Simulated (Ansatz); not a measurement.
# C2H3ClGe: the cost of one run

Computed with the Python package of Ansatz 0.2.0. Level of theory: B3LYP/def2-SVP.

## (1) The system

Bond lengths: Cl1–Ge2 2.174 Å, Ge2–C3 1.793 Å, Ge2–C4 1.887 Å, C3–C4 1.515 Å, Ge2–H5 1.551 Å, C3–H6 1.098 Å, C4–H7 1.041 Å. Angles: Cl1–Ge2–C3 107.5°, Cl1–Ge2–C4 114.3°, Cl1–Ge2–H5 122.6°, C3–Ge2–C4 48.5°, C3–Ge2–H5 105.9°, C4–Ge2–H5 122.9°, Ge2–C3–C4 69.0°, Ge2–C3–H6 148.8°, C4–C3–H6 142.2°, Ge2–C4–C3 62.5°, Ge2–C4–H7 146.3°, C3–C4–H7 151.0°.

The script holds or builds the structure itself.

## (2) The code

The input, freq_c2h3clge.py:

```python
"""Vibrations of C2H3ClGe."""

import argparse
import logging
import sys

import ansatz as az
import numpy as np

logging.basicConfig(stream=sys.stdout, format="%(levelname)s %(message)s")
logger = logging.getLogger("ansatz_job")
logger.setLevel(logging.INFO)

parser = argparse.ArgumentParser(description="Vibrations of C2H3ClGe.")
parser.add_argument("--basis", required=True, help="basis")
parser.add_argument("--xc", default="B3LYP", help="exchange-correlation functional")
args = parser.parse_args()

system = (
    az.Crystal.molecule()
    .atom("Cl", (-1.7352, -1.8894, -0.2516))
    .atom("Ge", (-0.5906, -0.0955, -0.6963))
    .atom("C", (0.1744, 0.4494, 0.8305))
    .atom("C", (1.2015, -0.1516, -0.1074))
    .atom("H", (-1.2313, 1.169, -1.3254))
    .atom("H", (0.0711, 0.9197, 1.8173))
    .atom("H", (2.1713, -0.4695, -0.3129))
)

calc = system.calculation().basis(gaussian=args.basis).functional(args.xc)
symbols = [site.symbol for site in system.cartesian_sites]
start = np.array([site.position_ang for site in system.cartesian_sites], dtype=float)
def progress(event):
    if event["event"] == "relax_step":
        row = event["data"]
        logger.info(f"step {row['step']:3d}  E = {row['lagrangian_ev']:.6f} eV  max force {row['allowed_force_max_ev_ang']:.4f} eV/A")


report = calc.relax(force_tolerance=0.003).session().plan().execute(on_event=progress).report
end = np.array(report["positions_ang"])

logger.info("bond        before    after (A)")
for i, j in [(0, 1), (1, 2), (1, 3), (1, 4), (2, 3), (2, 5), (3, 6)]:
    d0, d1 = (np.linalg.norm(xyz[i] - xyz[j]) for xyz in (start, end))
    print(f"{symbols[i]}{i}-{symbols[j]}{j}".ljust(10), f"{d0:8.4f} {d1:8.4f}")

# frequencies need a stationary point, so they are taken at the relaxed geometry
minimum = az.Crystal.molecule()
for symbol, xyz in zip(symbols, end):
    minimum = minimum.atom(symbol, xyz.tolist())
vibrating = (
    minimum.calculation()
    .basis(gaussian=args.basis)
    .functional(args.xc)
    .phonons(temperatures=(200, 600, 100))
)
vib = vibrating.run(threads=1, backend="cpu").report["vibrations"]
sums = vib["harmonic_sums"]
modes = [m["omega_inv_cm"] for m in sums["modes_at_gamma"] if m["rigid_motion"] == "no"]
for number, w in enumerate(modes, start=1):
    logger.info(f"mode {number:2d} {w:9.1f} 1/cm {w / 8065.544 * 1000:8.2f} meV")
print("imaginary modes:", sum(w < 0 for w in modes), " zero-point energy:", round(sums["zero_point_energy_ev"], 4), "eV")
logger.info("T (K)   F_vib (eV)   S_vib (meV/K)   C_vib (meV/K)")
for row in zip(sums["temperatures_k"], sums["vibrational_free_energy_ev"], vib["entropy_ev_per_k"], vib["heat_capacity_ev_per_k"]):
    logger.info(f"{row[0]:6.1f} {row[1]:11.4f} {1000 * row[2]:13.4f} {1000 * row[3]:15.4f}")

# all hydrogen replaced by deuterium
heavier = vibrating.phonons(masses={"H": 2.014102}).run(threads=1, backend="cpu").report["vibrations"]["harmonic_sums"]
print("deuterated (1/cm):", " ".join(f"{m['omega_inv_cm']:.0f}" for m in heavier["modes_at_gamma"] if m["rigid_motion"] == "no"))
print("zero-point energy falls by", round(sums["zero_point_energy_ev"] - heavier["zero_point_energy_ev"], 4), "eV")
```

## (3) What the engine is handed

The package turns the script's settings into the engine's input (first run):

```yaml
crystal:
  periodic: [false, false, false]
  atoms:
    - { symbol: Cl, position_ang: [-1.7352, -1.8894, -0.2516] }
    - { symbol: Ge, position_ang: [-0.5906, -0.0955, -0.6963] }
    - { symbol: C, position_ang: [0.1744, 0.4494, 0.8305] }
    - { symbol: C, position_ang: [1.2015, -0.1516, -0.1074] }
    - { symbol: H, position_ang: [-1.2313, 1.169, -1.3254] }
    - { symbol: H, position_ang: [0.0711, 0.9197, 1.8173] }
    - { symbol: H, position_ang: [2.1713, -0.4695, -0.3129] }
basis:
  gaussian:
    orbitals: def2-SVP
hamiltonian:
  xc: b3lyp
relax:
  f_tol: 0.003
```

## (4) Running it

Started as:

```console
$ python freq_c2h3clge.py --basis def2-SVP
```

Q: Estimate wall time and peak memory on 1 thread of Arm Neoverse V1, shared host.

About 4.7 min, with a peak of 0.28 GiB.
